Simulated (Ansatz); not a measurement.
# CH3IK: the cost of one run

Program: Ansatz 0.2.0, Gaussian basis. Level of theory: RKS PBE-D4/def2-SVP. These are calculated values, not measurements.

Levels: PBE-D4, revPBE-D4, BLYP-D4, r2SCAN-D4, B97M-V, PBE0-D4, B3LYP-D4, HSE06-D4, wB97X-V, wB97M-V, B2PLYP, Hartree-Fock, MP2, CCSD, CCSD(T). The reference is CCSD(T) extrapolated to the basis limit. For elements past Ar these valence bases correlate outer-core shells poorly and lack relativity, so that limit is rough.

Cores are frozen in the correlated methods. Filled d shells of the heavier atoms are correlated. Core potentials replace the inner electrons past krypton, and spin-orbit coupling is left out. The outer core shell of Li, Na, Mg and K is correlated. B3LYP uses VWN-RPA correlation. B2PLYP carries no dispersion term here.

163 further runs of the same task are left out: 163 set aside as unsound or not needed. Runs told in other sessions of the task aren't counted.

**1. Starting geometry**

The pair, from a GFN2-xTB docking trial: 6 atoms, charge 1, spin multiplicity 1.

Atoms are counted from 1 here; the program's logs count them from 0.

Bond lengths: K1–I3 3.464 Å, C2–I3 2.158 Å, C2–H4 1.085 Å, C2–H5 1.086 Å, C2–H6 1.084 Å. Angles: I3–C2–H4 108.5°, I3–C2–H5 107.1°, I3–C2–H6 107.5°, H4–C2–H5 111.0°, H4–C2–H6 111.8°, H5–C2–H6 110.8°, K1–I3–C2 115.5°.

Coordinates:

```
K    -0.1330   -0.1561   -3.8558
C     0.1366    0.1615    0.9313
I    -0.8582   -1.0149   -0.5792
H     0.2021    1.1859    0.5810
H    -0.4646    0.0967    1.8339
H     1.1170   -0.2731    1.0888
```

Atoms 1 to 1 are fragment A (K+), the rest fragment B (CH3I).

**2. A first relaxation in a small basis**

pre/in.yaml reads:

```yaml
crystal:
  periodic: [false, false, false]
  atoms:
    - {symbol: K, position_ang: [-0.133000, -0.156100, -3.855800]}
    - {symbol: C, position_ang: [0.136600, 0.161500, 0.931300]}
    - {symbol: I, position_ang: [-0.858200, -1.014900, -0.579200]}
    - {symbol: H, position_ang: [0.202100, 1.185900, 0.581000]}
    - {symbol: H, position_ang: [-0.464600, 0.096700, 1.833900]}
    - {symbol: H, position_ang: [1.117000, -0.273100, 1.088800]}
basis:
  gaussian: {orbitals: def2-SVP}
total_charge: 1
hamiltonian: {xc: pbe, dispersion: d4}
relax: {f_tol: 0.03, max_steps: 250}
```

The run is started by

```
$ ansatz run in.yaml --threads 4 --pin off --events-out ev --progress --plain --max-ram 9574MiB
```

**Question.** How long does this run take on 4 threads of AMD EPYC 9R45, shared host?

About 2.5 s.
